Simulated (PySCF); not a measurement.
# C5H4ClNO (5-Chloro-2-Hydroxypyridine): the cost of one run

Programs: PySCF 2.14.0, with density-fitted response routines of our own. Each step states its level of theory. These are calculated values for one molecule, in the gas phase or a continuum, unless marked as measured. Atoms are numbered from 0 throughout.

## (1) The starting structure

12 atoms, charge 0, multiplicity 1; geometry from: GFN2-xTB. The atoms were then displaced at random by about 0.01 Å, so the start is not that level's minimum.

Bonds of the start (Å): O0–C1 1.32, C1–C2 1.40, C2–C3 1.43, C3–C4 1.38, C4–Cl5 1.73, C4–C6 1.38, C6–N7 1.32, N7–C1 1.33, O0–H8 0.96, C2–H9 1.06, C3–H10 1.05, C6–H11 1.08.

## (2) Optimising the geometry at PBE0-D3(BJ)/def2-SVP

What the job is given:

```
{"job": {"xc": "PBE0", "basis": "def2-SVP", "d3": "d3bj", "grid": 1, "shake": 0.01, "kind": "geom"}, "charge": 0, "multiplicity": 1}
O     -2.521310    -0.261420    -0.187280
C     -1.216160    -0.146200    -0.074100
C     -0.548300     0.905450    -0.703230
C      0.873810     0.969860    -0.550980
C      1.472020    -0.020490     0.199520
Cl     3.184140     0.024040     0.419700
C      0.722700    -1.016170     0.789450
N     -0.584890    -1.065930     0.642390
H     -2.837210    -1.011130     0.319620
H     -1.077550     1.635000    -1.257770
H      1.405580     1.753840    -0.998710
H      1.166850    -1.795130     1.392380
```

The run is started by

```
$ OMP_NUM_THREADS=1 python probes_run.py task.json out
```

One launch serves the whole session: the jobs run in the order shown.

Q: Estimate the wall time and peak memory of this first job on 1 thread of Arm Neoverse V2, shared host.

About 37 s, with a peak of 0.53 GiB.
